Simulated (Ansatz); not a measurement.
**CH8B2Si: small, medium and large basis sets**

The task here is to estimate one member of a computed series from the others.

Method: one geometry, several basis sets; program: Ansatz 0.2.0, Gaussian basis.

The runs, in order: PBE0-D4/def2-SVP; ωB97M-V/def2-SVP; PBE0-D4/def2-QZVPP; ωB97M-V/def2-QZVPP; the functionals' def2-TZVPP values are taken from earlier runs.

**Structure used throughout**

An earlier PBE0-D4 in a triple-zeta def2 set relaxation fixed the geometry.

SMILES `BBC[SiH3]`, 12 atoms, charge 0, spin multiplicity 1.

Atoms are counted from 1 here; the program's logs count them from 0.

Bond lengths: B1–B2 1.642 Å, B1–H5 1.201 Å, B1–H6 1.201 Å, B2–C3 1.545 Å, B2–H7 1.210 Å, C3–Si4 1.892 Å, C3–H8 1.094 Å, C3–H9 1.094 Å, Si4–H10 1.486 Å, Si4–H11 1.487 Å, Si4–H12 1.486 Å. Angles: B2–B1–H5 122.6°, B2–B1–H6 121.7°, H5–B1–H6 115.6°, B1–B2–C3 128.4°, B1–B2–H7 114.7°, C3–B2–H7 116.8°, B2–C3–Si4 106.7°, B2–C3–H8 115.5°, B2–C3–H9 114.0°, Si4–C3–H8 104.9°, Si4–C3–H9 104.9°, H8–C3–H9 109.8°, C3–Si4–H10 111.0°, C3–Si4–H11 109.1°, C3–Si4–H12 110.5°, H10–Si4–H11 108.7°, H10–Si4–H12 108.7°, H11–Si4–H12 108.8°.

The first run:

Input file in.yaml:

```yaml
crystal:
  periodic: [false, false, false]
  atoms:
    - {symbol: B, position_ang: [-1.691478, 1.371311, 0.168337]}
    - {symbol: B, position_ang: [-0.267472, 0.778048, 0.731009]}
    - {symbol: C, position_ang: [0.228532, -0.685545, 0.733836]}
    - {symbol: Si, position_ang: [1.153458, -0.950272, -0.895689]}
    - {symbol: H, position_ang: [-1.851320, 1.694375, -0.977134]}
    - {symbol: H, position_ang: [-2.625015, 1.568068, 0.897957]}
    - {symbol: H, position_ang: [0.506877, 1.617242, 1.130080]}
    - {symbol: H, position_ang: [-0.555810, -1.448339, 0.739089]}
    - {symbol: H, position_ang: [0.964192, -0.904489, 1.513768]}
    - {symbol: H, position_ang: [2.233952, 0.055827, -1.065571]}
    - {symbol: H, position_ang: [1.762075, -2.306626, -0.895541]}
    - {symbol: H, position_ang: [0.219109, -0.844698, -2.046240]}
basis:
  gaussian: {orbitals: def2-SVP}
hamiltonian: {xc: pbe0, dispersion: d4}
output: {orbitals: {seedname: orbitals}}
```

The run is started by

```console
$ ansatz run in.yaml --threads 2 --pin off --events-out ev --progress --plain --max-ram 4352MiB
```

Among the steps run: PBE0-D4 in def2-SVP; ωB97M-V in def2-SVP; PBE0-D4 in def2-QZVPP; ωB97M-V in def2-QZVPP.

One table of the session follows, with a row left open; its other results are not shown here.

It belongs to the step «Density functionals: the series». 

| functional | basis | HOMO (eV) | LUMO (eV) |
| --- | --- | --- | --- |
| PBE0-D4 | def2-SVP | -8.05 | -1.51 |
| PBE0-D4 | def2-TZVPP | -8.08 | -1.63 |
| PBE0-D4 | def2-QZVPP | -8.09 | -1.65 |
| ωB97M-V | def2-SVP | -10.30 | 0.52 |
| ωB97M-V | def2-TZVPP | ? | ? |
| ωB97M-V | def2-QZVPP | -10.38 | 0.17 |

**Question.** Estimate the row for ωB97M-V, def2-TZVPP.

**Answer.** HOMO (eV): -10.37; LUMO (eV): 0.25. In the column «HOMO (eV)» it lies between ωB97M-V, def2-QZVPP (-10.38) and ωB97M-V, def2-SVP (-10.30).
